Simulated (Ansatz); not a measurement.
**ClH₄InSi (built from SMILES [SiH3][InH][Cl]): a reaction path by the nudged elastic band**

Aim: the minimum-energy path between two given structures and its highest point. Both ends were relaxed at PBE0-D4 in triple zeta.

Program: Ansatz 0.2.0, Gaussian basis. Level of theory: PBE0-D4/def2-SVP. These are calculated values, not measurements.

16 further runs of the same task are left out: 16 set aside as unsound or not needed.

### 1 The starting structure

The first end: 7 atoms, charge 0, spin multiplicity 1.

Atoms are counted from 1 here; the program's logs count them from 0.

Bond lengths: In1–Si2 2.561 Å, In1–H3 1.716 Å, In1–Cl4 2.353 Å, Si2–H5 1.488 Å, Si2–H6 1.488 Å, Si2–H7 1.484 Å. Angles: Si2–In1–H3 136.3°, Si2–In1–Cl4 112.7°, H3–In1–Cl4 111.0°, In1–Si2–H5 109.6°, In1–Si2–H6 109.6°, In1–Si2–H7 110.5°, H5–Si2–H6 108.3°, H5–Si2–H7 109.4°, H6–Si2–H7 109.4°.

As a file:

```tsv
atom	x (Å)	y (Å)	z (Å)
In1	-0.49195	-1.27614	0.18540
Si2	0.60484	0.98787	-0.29391
H3	-0.17792	-2.91507	-0.21323
Cl4	-2.42805	-1.08608	1.50873
H5	0.66173	1.21427	-1.76346
H6	1.99650	0.99045	0.23260
H7	-0.16515	2.08460	0.34376
```

The second end:

```xyz
7
ClH4InSi
In   -1.95219   -1.25771    1.08122
Si    0.99955    0.91550   -0.56762
H     1.10649   -0.54228   -0.83615
Cl   -3.03896   -3.30480    1.75267
H    -0.27708    1.42388   -1.12988
H     1.01957    1.14390    0.89955
H     2.14262    1.62141   -1.19989
```

### 2 The band at PBE0-D4/def2-SVP

The input, neb/in.yaml:

```yaml
crystal:
  periodic: [false, false, false]
  atoms:
    - {symbol: In, position_ang: [-0.491950, -1.276141, 0.185405]}
    - {symbol: Si, position_ang: [0.604837, 0.987875, -0.293914]}
    - {symbol: H, position_ang: [-0.177918, -2.915068, -0.213228]}
    - {symbol: Cl, position_ang: [-2.428051, -1.086082, 1.508733]}
    - {symbol: H, position_ang: [0.661728, 1.214272, -1.763459]}
    - {symbol: H, position_ang: [1.996504, 0.990446, 0.232599]}
    - {symbol: H, position_ang: [-0.165151, 2.084597, 0.343764]}
basis:
  gaussian: {orbitals: def2-SVP}
hamiltonian: {xc: pbe0, dispersion: d4}
neb:
  images: 5
  climbing: true
  max_iterations: 40
  initial_path: idpp
  final_atoms:
    - {symbol: In, position_ang: [-1.952186, -1.257712, 1.081216]}
    - {symbol: Si, position_ang: [0.999549, 0.915501, -0.567617]}
    - {symbol: H, position_ang: [1.106492, -0.542279, -0.836153]}
    - {symbol: Cl, position_ang: [-3.038961, -3.304798, 1.752675]}
    - {symbol: H, position_ang: [-0.277082, 1.423877, -1.129877]}
    - {symbol: H, position_ang: [1.019566, 1.143900, 0.899546]}
    - {symbol: H, position_ang: [2.142622, 1.621413, -1.199892]}
```

Command:

```bash
> ansatz run in.yaml --threads 4 --pin off --events-out ev --progress --plain --max-ram 9574MiB
```

Q: Predict the outcome of this session. Wanted: from earlier runs: barrier over the separately found saddle, CCSD(T)/def2-TZVPP.

The runs gave:

| quantity | value |
| --- | --- |
| PBE0-D4/def2-SVP, 13 iterations | highest 51.0 kcal/mol (image 3), last end -11.7 kcal/mol |
| from earlier runs: barrier over the separately found saddle, CCSD(T)/def2-TZVPP | 52.9 kcal/mol |

**Reading.** The highest image lies 51.0 kcal/mol above the first end, and it climbed, so it estimates the saddle. The ends are not quite minima at this level (largest force component 0.24 eV/Å), so the heights are unreliable: relaxing the first end would lower it and raise the barrier above it. The highest image is 1.9 kcal/mol below the CCSD(T) barrier in triple zeta, which comes from separate runs on the saddle.
